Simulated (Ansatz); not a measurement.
# FH2ISn: the cost of one run

Computed with the Python package of Ansatz 0.2.0. Level of theory: PBE/def2-SVP.

## Step 1: Starting point

Bond lengths: F1–Sn2 1.933 Å, Sn2–I3 2.706 Å, Sn2–H4 1.700 Å, Sn2–H5 1.752 Å. Angles: F1–Sn2–I3 107.6°, F1–Sn2–H4 112.6°, F1–Sn2–H5 110.9°, I3–Sn2–H4 107.8°, I3–Sn2–H5 109.5°, H4–Sn2–H5 108.3°.

The script reads fh2isn.xyz:

```xyz
5

F    -0.99080    0.01110    1.69550
Sn   -0.14390    0.11810   -0.03830
I     1.92120   -1.63080   -0.05140
H    -1.19450   -0.30690   -1.30580
H     0.45800    1.73490   -0.34130
```

## Step 2: The script

Contents of fh2isn_relaxed_scan.py:

```python
'''One bond of FH2ISn held at set lengths while the rest relaxes.'''

import logging
import sys

import ansatz as az
import numpy as np

logging.basicConfig(stream=sys.stdout, format='[%(levelname)s] %(message)s')
log = logging.getLogger('run')
log.setLevel(logging.INFO)

system = az.Crystal.molecule_from_extxyz('fh2isn.xyz')

calculation = system.calculation()
calculation = calculation.basis(gaussian='def2-SVP').functional('PBE')
symbols = [site.symbol for site in system.cartesian_sites]
pairs = [(0, 1), (1, 2), (1, 3), (1, 4)]
print('held (A)   E (eV)        ', '  '.join(f'{symbols[i]}{i}-{symbols[j]}{j}' for i, j in pairs))
for length in [1.61, 1.75, 1.89, 2.1, 2.36]:
    r = calculation.relax(constraints=[az.DistanceConstraint((1, 4), at=length)], force_tolerance=0.02, max_steps=60).run().report
    xyz = np.array(r['positions_ang'])
    print(f'{length:6.2f} {r["free_energy_ev"]:14.5f}  ', '  '.join(f'{np.linalg.norm(xyz[i] - xyz[j]):.3f}' for i, j in pairs))
```

## Step 3: The calls as engine input

The engine receives this input (first run):

```yaml
crystal:
  periodic: [false, false, false]
  atoms:
    - { symbol: F, position_ang: [-0.9908, 0.0111, 1.6955] }
    - { symbol: Sn, position_ang: [-0.1439, 0.1181, -0.0383] }
    - { symbol: I, position_ang: [1.9212, -1.6308, -0.0514] }
    - { symbol: H, position_ang: [-1.1945, -0.3069, -1.3058] }
    - { symbol: H, position_ang: [0.458, 1.7349, -0.3413] }
basis:
  gaussian:
    orbitals: def2-SVP
hamiltonian:
  xc: pbe
relax:
  f_tol: 0.02
  max_steps: 60
  constraints:
    - { distance: [1, 4], at: 1.61 }
```

## Step 4: The run

Started as:

```
python fh2isn_relaxed_scan.py
```

Q: Estimate wall time and peak memory on 1 thread of Arm Neoverse V1, shared host.

About 58 s, with a peak of 0.21 GiB.
